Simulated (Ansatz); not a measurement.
**CH₆AlNSi: basis-set convergence**

How large a basis does CH₆AlNSi need? Two functionals are run in growing sets.

Computed with Ansatz 0.2.0, Gaussian basis. Level: one geometry, several basis sets.

The runs, in order: PBE0-D4/def2-SVP; ωB97M-V/def2-SVP; PBE0-D4/def2-QZVPP; ωB97M-V/def2-QZVPP; the functionals' def2-TZVPP values are taken from earlier runs.

**1. The geometry**

The geometry comes from an earlier relaxation with PBE0-D4/def2-TZVP; it is a stationary point, not always the lowest conformer.

SMILES `[AlH2][N]1C[SiH2]1`, 10 atoms, charge 0, spin multiplicity 1.

Atoms are counted from 1 here; the program's logs count them from 0.

Bond lengths: Al1–N2 1.764 Å, Al1–H5 1.584 Å, Al1–H6 1.585 Å, N2–C3 1.493 Å, N2–Si4 1.711 Å, C3–Si4 1.826 Å, C3–H7 1.089 Å, C3–H8 1.089 Å, Si4–H9 1.480 Å, Si4–H10 1.480 Å. Angles: N2–Al1–H5 117.0°, N2–Al1–H6 119.1°, H5–Al1–H6 123.9°, Al1–N2–C3 137.4°, Al1–N2–Si4 153.5°, C3–N2–Si4 69.1°, N2–C3–Si4 61.1°, N2–C3–H7 115.6°, N2–C3–H8 115.6°, Si4–C3–H7 120.8°, Si4–C3–H8 120.8°, H7–C3–H8 112.8°, N2–Si4–C3 49.8°, N2–Si4–H9 118.8°, N2–Si4–H10 118.8°, C3–Si4–H9 121.4°, C3–Si4–H10 121.4°, H9–Si4–H10 112.7°.

**2. PBE0-D4 in def2-SVP**

File in.yaml:

```yaml
crystal:
  periodic: [false, false, false]
  atoms:
    - {symbol: Al, position_ang: [-0.211763, 1.961451, 0.163836]}
    - {symbol: N, position_ang: [-0.004050, 0.219859, -0.027365]}
    - {symbol: C, position_ang: [-0.123911, -1.001756, 0.822939]}
    - {symbol: Si, position_ang: [0.364006, -1.188254, -0.927243]}
    - {symbol: H, position_ang: [0.051352, 2.862236, -1.111772]}
    - {symbol: H, position_ang: [-0.644219, 2.535351, 1.576132]}
    - {symbol: H, position_ang: [0.612861, -1.094755, 1.619329]}
    - {symbol: H, position_ang: [-1.132434, -1.250664, 1.149492]}
    - {symbol: H, position_ang: [-0.599562, -1.653236, -1.950365]}
    - {symbol: H, position_ang: [1.770820, -1.441533, -1.312183]}
basis:
  gaussian: {orbitals: def2-SVP}
hamiltonian: {xc: pbe0, dispersion: d4}
output: {orbitals: {seedname: orbitals}}
```

Run with:

```bash
> ansatz run in.yaml --threads 2 --pin off --events-out ev --progress --plain --max-ram 4352MiB
```

The runs that follow: ωB97M-V in def2-SVP; PBE0-D4 in def2-QZVPP; ωB97M-V in def2-QZVPP.

Q: Predict the results of all the runs planned. Wanted: PBE0-D4: double and triple zeta above quadruple; ωB97M-V: double and triple zeta above quadruple.

As calculated:

| quantity | value |
| --- | --- |
| PBE0-D4: double and triple zeta above quadruple | 8.77, 0.64 eV |
| ωB97M-V: double and triple zeta above quadruple | 8.87, 0.60 eV |

**Reading.** PBE0-D4 gains 8.13 eV from double to triple zeta, then 0.64 eV more. These are total energies; as a rule much of such shifts cancels in differences, which this series doesn't test. The LUMO of ωB97M-V is positive and keeps falling with the basis (0.93 to 0.40 eV): an unbound level that the basis holds in place.
